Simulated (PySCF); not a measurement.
# GeH5NS: electronic excitations and core binding energies

Aim: predict the electronic excitations and core binding energies of GeH5NS (`[NH2][GeH2][SH]`).

Computed with PySCF 2.14.0, with density-fitted response routines of our own, on a single molecule in the gas phase. Atoms count from 0, in the outputs and in this text.

### 1 Starting geometry

8 atoms, charge 0, multiplicity 1; geometry from: GFN2-xTB.

Bonds of the start (Å): N0–Ge1 1.81, Ge1–S2 2.23, N0–H3 1.01, N0–H4 1.01, Ge1–H5 1.50, Ge1–H6 1.50, S2–H7 1.33.

### 2 Ultraviolet spectrum: PBE0/def2-SVPD

The job: settings as JSON, then the geometry in Å.

```
{"job": {"kind": "uv", "xc": "PBE0", "basis": "def2-SVPD", "nstates": 8, "ntriplets": 3}, "charge": 0, "multiplicity": 1}
N     -1.272923    -0.495960    -0.103857
Ge     0.078192     0.704484    -0.079420
S      1.940476    -0.031401     0.895982
H     -1.201310    -1.281826    -0.734284
H     -1.612018    -0.831271     0.787085
H      0.335297     1.063917    -1.516853
H     -0.395652     1.877009     0.721586
H      2.136996    -0.995541     0.005197
```

Method: TDDFT PBE0/def2-SVPD, vertical, gas phase, core orbitals frozen in the response.

The run is started by

```
> OMP_NUM_THREADS=1 python probes_run.py task.json out
```

The driver reads the jobs from task.json and runs them one after another.

**Question.** This job is followed by: delta-SCF UKS SCAN, pcX-2 on the ionised atom, pcseg-1 elsewhere, spin-free X2C. Predict these results of the whole session: lowest singlet (PBE0/def2-SVPD); brightest single state of those computed; lowest triplet; N1s binding energies, SCAN/pcX-2; S1s binding energies, SCAN/pcX-2; S2p binding energies, SCAN/pcX-2.

The runs gave:

| quantity | value |
| --- | --- |
| lowest singlet (PBE0/def2-SVPD) | 5.87 eV (211 nm), f = 0.013 |
| brightest single state of those computed | state 6, 7.08 eV, f = 0.103 |
| lowest triplet | 5.53 eV |
| N1s binding energies, SCAN/pcX-2 | N0 404.60 eV |
| S1s binding energies, SCAN/pcX-2 | S2 2476.73 eV |
| S2p binding energies, SCAN/pcX-2 | S2 169.39 eV |

In words: The first singlet state (HOMO→LUMO 0.77, HOMO→LUMO+1 0.12) lies at 5.87 eV and is weak; of the 8 states computed, the strongest absorption comes from state 6 at 7.08 eV. The lowest triplet lies 0.34 eV below the lowest singlet (triplets in Tamm-Dancoff, singlets in full TDDFT).
